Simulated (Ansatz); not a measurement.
I need a phonon calculation by linear response of TaOs3, space group P-6m2. Use Ansatz's Python interface. Level of theory: LDA, PAW, cutoff 422 eV, 12×12×4 k-points, Fermi-Dirac smearing of 0.15 eV.

```xyz
4
Lattice="2.7876 0.0000 0.0000 -1.3938 2.4142 0.0000 0.0000 0.0000 9.0870" Properties=species:S:1:pos:R:3 pbc="T T T"
Ta    1.3938    0.8047    0.0000
Os    1.3938    0.8047    4.5435
Os    0.0000    1.6094    2.4061
Os    0.0000    1.6094    6.6809
```

`taos3_dfpt.py`:
```python
"""Zone-centre and zone-boundary phonons of TaOs3 by linear response."""

from pathlib import Path

import ansatz as az
import numpy as np
from pymatgen.core import Lattice, Structure
from pymatgen.io.ase import AseAtomsAdaptor


def main() -> None:
    pmg_structure = Structure(
        Lattice([[2.78764578, 0.0, 0.0], [-1.39382289, 2.41417206, 0.0], [0.0, 0.0, 9.086987]]),
        ["Ta", "Os", "Os", "Os"],
        [
            [2 / 3, 1 / 3, 0.0],
            [2 / 3, 1 / 3, 0.5],
            [1 / 3, 2 / 3, 0.264786],
            [1 / 3, 2 / 3, 0.735214],
        ],
    )
    xtal = az.Crystal.from_ase(AseAtomsAdaptor.get_atoms(pmg_structure))

    setup = (
        xtal.calculation()
        .functional(az.Functional.LDA)
        .basis(31 * az.Ry)
        .occupations("Fermi-Dirac", width=0.15)
        .kpoints(12, 12, 4)
        .phonons("dfpt")
    )
    res = setup.run(threads=1, backend="cpu", runs_dir="runs")
    ph = res.phonons

    print("Gamma modes (1/cm):", " ".join(f"{w:.1f}" for w in ph.gamma_omega_inv_cm))
    print("in meV:", " ".join(f"{w * 0.1239842:.2f}" for w in ph.gamma_omega_inv_cm))


if __name__ == "__main__":
    main()
```

```console
$ python taos3_dfpt.py
Gamma modes (1/cm): 0.0 0.0 0.0 56.7 56.7 78.8 78.8 149.7 152.6 152.6 156.3 191.4
in meV: 0.00 0.00 0.00 7.02 7.02 9.77 9.77 18.56 18.92 18.92 19.38 23.72
```

Reading the output:
- The cell isn't relaxed first, so the values belong to this volume.
- The smearing is wide enough that free energy and stress hold a thermal part of the electrons.
- Spin-orbit coupling, which matters for elements this heavy, is left out.
- The structure comes from a database of computed cells and needn't be a stable or known phase.
- The structure is taken as given; imaginary modes can come from an unrelaxed or unstable start. Phonons of metals also depend on mesh and smearing.
- Timing: 4 min on 1 thread of Arm Neoverse V2, on a shared host, peak memory 1.4 GiB.

(Lines on the test bed's own set-up are left out of the output.)
